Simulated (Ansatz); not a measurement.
**The bismuth atom: basis-set convergence**

One table from this session's results is given with a row withheld; the runs are named, their logs left out.

Program: Ansatz 0.2.0, Gaussian basis. Level of theory: one geometry, several basis sets. These are calculated values, not measurements.

Plan: PBE0/def2-SVP; ωB97M-V/def2-SVP; PBE0/def2-QZVPP; ωB97M-V/def2-QZVPP; the functionals' def2-TZVPP values are taken from earlier runs.

### The atom

SMILES `[Bi]`, 1 atom, charge 0, spin multiplicity 4.

Bi takes the def2 core potential; no spin-orbit term is included.

The first run:

Contents of in.yaml:

```yaml
crystal:
  periodic: [false, false, false]
  atoms:
    - {symbol: Bi, position_ang: [0.000000, 0.000000, 0.000000]}
basis:
  gaussian: {orbitals: def2-SVP}
magnetization: {spin_polarized: true, initial_magnetization: 3}
hamiltonian: {xc: pbe0}
output: {orbitals: {seedname: orbitals}}
```

Among the steps run: PBE0 in def2-SVP; ωB97M-V in def2-SVP; PBE0 in def2-QZVPP; ωB97M-V in def2-QZVPP.

One table of the session follows, with a row left open; its other results are not shown here.

It belongs to the step «Functionals by basis». 

```
functional       basis  HOMO (eV)  LUMO (eV)
      PBE0    def2-SVP      -6.16      -2.36
      PBE0  def2-TZVPP      -6.20      -2.45
      PBE0  def2-QZVPP      -6.20      -2.45
   ωB97M-V    def2-SVP          ?          ?
   ωB97M-V  def2-TZVPP      -8.18      -0.76
   ωB97M-V  def2-QZVPP      -8.19      -0.81
```

Q: Estimate the row for ωB97M-V, def2-SVP from the others.

**Answer.** HOMO (eV): -8.12; LUMO (eV): -0.51. In the column «HOMO (eV)» it lies between ωB97M-V, def2-TZVPP (-8.18) and PBE0, def2-TZVPP (-6.20).
